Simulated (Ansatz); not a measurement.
**CH5ClNSbSi: one species, many methods**

An exercise on one series of results from a longer session: the logs are not shown, and one member is left open.

The runs use Ansatz 0.2.0, Gaussian basis; functionals in def2-TZVPP, the program's frozen cores in correlated methods.

Plan: LDA (SPW92), PBE-D4, revPBE-D4, BLYP-D4, r2SCAN-D4, B97M-V, PBE0-D4, B3LYP-D4, r2SCANh-D4, r2SCAN0-D4, HSE06-D4, BHLYP-D4, CAM-B3LYP-D4, LC-ωPBE, ωB97X-V, ωB97M-V, B2PLYP, PBE-QIDH; CCSD(T)/def2-SVP; CCSD(T)/def2-TZVPP; MP2/def2-QZVPP; extrapolation to the limit; RPA on PBE.

## The geometry

The geometry comes from an earlier relaxation with PBE0-D4 in a triple-zeta def2 set; it is a stationary point, not always the lowest conformer. Sb takes the def2 core potential; no spin-orbit term is included.

SMILES `[NH2][Sb]1[CH2][SiH]1Cl`, 10 atoms, charge 0, spin multiplicity 1.

Atoms are counted from 1 here; the program's logs count them from 0.

Bond lengths: N1–Sb2 2.052 Å, N1–H6 1.012 Å, N1–H7 1.013 Å, Sb2–C3 2.267 Å, Sb2–Si4 2.510 Å, C3–Si4 1.825 Å, C3–H8 1.087 Å, C3–H9 1.087 Å, Si4–Cl5 2.049 Å, Si4–H10 1.479 Å. Angles: Sb2–N1–H6 110.7°, Sb2–N1–H7 112.5°, H6–N1–H7 107.8°, N1–Sb2–C3 91.3°, N1–Sb2–Si4 91.6°, C3–Sb2–Si4 44.6°, Sb2–C3–Si4 74.8°, Sb2–C3–H8 115.3°, Sb2–C3–H9 107.1°, Si4–C3–H8 119.5°, Si4–C3–H9 119.3°, H8–C3–H9 113.7°, Sb2–Si4–C3 60.6°, Sb2–Si4–Cl5 119.8°, Sb2–Si4–H10 122.0°, C3–Si4–Cl5 118.6°, C3–Si4–H10 118.2°, Cl5–Si4–H10 109.9°.

Set-up of the first run:

Input file in.yaml:

```yaml
crystal:
  periodic: [false, false, false]
  atoms:
    - {symbol: N, position_ang: [-1.753625, 0.861707, -0.076060]}
    - {symbol: Sb, position_ang: [-0.059544, 1.206657, 1.028969]}
    - {symbol: C, position_ang: [0.547377, -0.971886, 0.872989]}
    - {symbol: Si, position_ang: [1.336284, -0.151494, -0.553982]}
    - {symbol: Cl, position_ang: [0.634196, -0.566626, -2.433873]}
    - {symbol: H, position_ang: [-2.558515, 1.297984, 0.356333]}
    - {symbol: H, position_ang: [-1.678891, 1.218413, -1.020762]}
    - {symbol: H, position_ang: [1.165453, -1.341078, 1.687532]}
    - {symbol: H, position_ang: [-0.361897, -1.546945, 0.719012]}
    - {symbol: H, position_ang: [2.812163, -0.057832, -0.577158]}
basis:
  gaussian: {orbitals: def2-TZVPP}
hamiltonian: {xc: lda}
output: {orbitals: {seedname: orbitals}}
```

Steps of the session up to this table: LDA; PBE-D4 (GGA); revPBE-D4 (GGA); BLYP-D4 (GGA); r2SCAN-D4 (meta-GGA); B97M-V (meta-GGA); PBE0-D4 (hybrid); B3LYP-D4 (hybrid); r2SCANh-D4 (hybrid); r2SCAN0-D4 (hybrid); HSE06-D4 (hybrid); BHLYP-D4 (hybrid); CAM-B3LYP-D4 (range-separated); LC-ωPBE (range-separated); ωB97X-V (range-separated); ωB97M-V (range-separated); B2PLYP (double hybrid); PBE-QIDH (double hybrid).

One of the session's tables, all rows but one given; the rest of the session is left out.

It belongs to the step «Frontier levels by functional». 

| functional | HOMO (eV) | gap (eV) |
| --- | --- | --- |
| LDA (SPW92) | -5.56 | 3.48 |
| PBE-D4 | -5.41 | 3.53 |
| revPBE-D4 | -5.35 | 3.57 |
| BLYP-D4 | -5.25 | 3.50 |
| r2SCAN-D4 | ? | ? |
| B97M-V | -5.64 | 3.93 |
| PBE0-D4 | -6.43 | 5.31 |
| B3LYP-D4 | -6.23 | 4.92 |
| r2SCANh-D4 | -6.02 | 4.61 |
| r2SCAN0-D4 | -6.57 | 5.56 |
| HSE06-D4 | -6.04 | 4.56 |
| BHLYP-D4 | -7.25 | 6.96 |
| CAM-B3LYP-D4 | -7.59 | 7.44 |
| LC-ωPBE | -8.81 | 9.71 |
| ωB97X-V | -8.52 | 9.32 |
| ωB97M-V | -8.36 | 8.95 |

**Question.** Estimate the row for r2SCAN-D4.

Worked estimate for «HOMO (eV)». Against the share of exact exchange, r2SCANh-D4 (0.1, -6.02), r2SCAN0-D4 (0.25, -6.57) give a slope of -3.67 per unit share; at 0 the line stands at -5.65.

As computed: HOMO (eV): -5.64; gap (eV): 3.96. In «HOMO (eV)» the line misses by -0.01.
